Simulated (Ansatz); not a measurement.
# Cl2F2H3NSi2: a ladder of functionals and wavefunction methods

One table from this session's results is given with a row withheld; the runs are named, their logs left out.

The runs use Ansatz 0.2.0, Gaussian basis; functionals in def2-TZVPP, the program's frozen cores in correlated methods.

Plan: PBE-D4, r2SCAN-D4, PBE0-D4, B3LYP-D4, ωB97X-V, ωB97M-V, B2PLYP; CCSD(T)/def2-TZVPP; MP2/def2-QZVPP; extrapolation to the limit.

## The relaxed structure

The geometry comes from an earlier relaxation with PBE0-D4 in a triple-zeta def2 set; it is a stationary point, not always the lowest conformer.

10 atoms, charge 0, spin multiplicity 1.

Atoms are counted from 1 here; the program's logs count them from 0.

Bond lengths: F1–Si2 1.583 Å, Si2–F3 1.586 Å, Si2–N4 1.708 Å, Si2–H8 1.466 Å, N4–Si5 1.706 Å, N4–H9 1.013 Å, Si5–Cl6 2.041 Å, Si5–Cl7 2.039 Å, Si5–H10 1.472 Å. Angles: F1–Si2–F3 107.4°, F1–Si2–N4 111.4°, F1–Si2–H8 107.6°, F3–Si2–N4 105.6°, F3–Si2–H8 109.7°, N4–Si2–H8 114.9°, Si2–N4–Si5 130.0°, Si2–N4–H9 114.2°, Si5–N4–H9 115.8°, N4–Si5–Cl6 110.6°, N4–Si5–Cl7 106.3°, N4–Si5–H10 114.0°, Cl6–Si5–Cl7 110.2°, Cl6–Si5–H10 106.6°, Cl7–Si5–H10 109.1°.

Geometry (Å):

```xyz
10
charge 0, multiplicity 1
F    -2.18628    0.13413    1.09790
Si   -1.01708   -0.88222    0.77323
F    -1.68715   -2.23067    0.27579
N    -0.06284   -0.33558   -0.53337
Si    0.97040    1.01740   -0.64686
Cl    2.85037    0.44305   -1.19667
Cl    1.00630    1.86886    1.20563
H    -0.28083   -1.12475    2.01739
H    -0.12679   -0.91235   -1.36339
H     0.53392    2.02212   -1.62965
```

The first run:

in.yaml

```yaml
crystal:
  periodic: [false, false, false]
  atoms:
    - {symbol: F, position_ang: [-2.186284, 0.134126, 1.097902]}
    - {symbol: Si, position_ang: [-1.017082, -0.882220, 0.773229]}
    - {symbol: F, position_ang: [-1.687154, -2.230668, 0.275787]}
    - {symbol: N, position_ang: [-0.062835, -0.335579, -0.533367]}
    - {symbol: Si, position_ang: [0.970395, 1.017395, -0.646864]}
    - {symbol: Cl, position_ang: [2.850365, 0.443051, -1.196667]}
    - {symbol: Cl, position_ang: [1.006303, 1.868858, 1.205634]}
    - {symbol: H, position_ang: [-0.280830, -1.124748, 2.017389]}
    - {symbol: H, position_ang: [-0.126793, -0.912347, -1.363391]}
    - {symbol: H, position_ang: [0.533924, 2.022121, -1.629651]}
basis:
  gaussian: {orbitals: def2-TZVPP}
hamiltonian: {xc: pbe, dispersion: d4}
output: {forces: true, orbitals: {seedname: orbitals}}
```

On the command line:

```console
$ ansatz run in.yaml --threads 2 --pin off --events-out ev --progress --plain --max-ram 31744MiB --backend cuda --devices 0, --max-vram 18GiB
```

Steps of the session up to this table: PBE-D4 (GGA); r2SCAN-D4 (meta-GGA); PBE0-D4 (hybrid); B3LYP-D4 (hybrid); ωB97X-V (range-separated); ωB97M-V (range-separated); B2PLYP (double hybrid); CCSD(T) in def2-TZVPP; MP2 in def2-QZVPP.

One table of the session follows, with a row left open; its other results are not shown here.

| method | atomisation energy (eV) |
| --- | --- |
| PBE-D4 | 39.519 |
| r2SCAN-D4 | ? |
| PBE0-D4 | 38.834 |
| B3LYP-D4 | 38.855 |
| ωB97X-V | 39.460 |
| ωB97M-V | 39.439 |
| B2PLYP | 38.603 |
| HF/def2-TZVPP | 28.726 |
| MP2/def2-TZVPP | 39.379 |
| CCSD/def2-TZVPP | 37.354 |
| CCSD(T)/def2-TZVPP | 38.002 |
| MP2/CBS | 40.798 |
| CCSD(T)/CBS | 39.421 |

Estimate the missing values for r2SCAN-D4.

**Answer.** atomisation energy (eV): 39.262. In the column «atomisation energy (eV)» it lies between B3LYP-D4 (38.855) and MP2/def2-TZVPP (39.379).
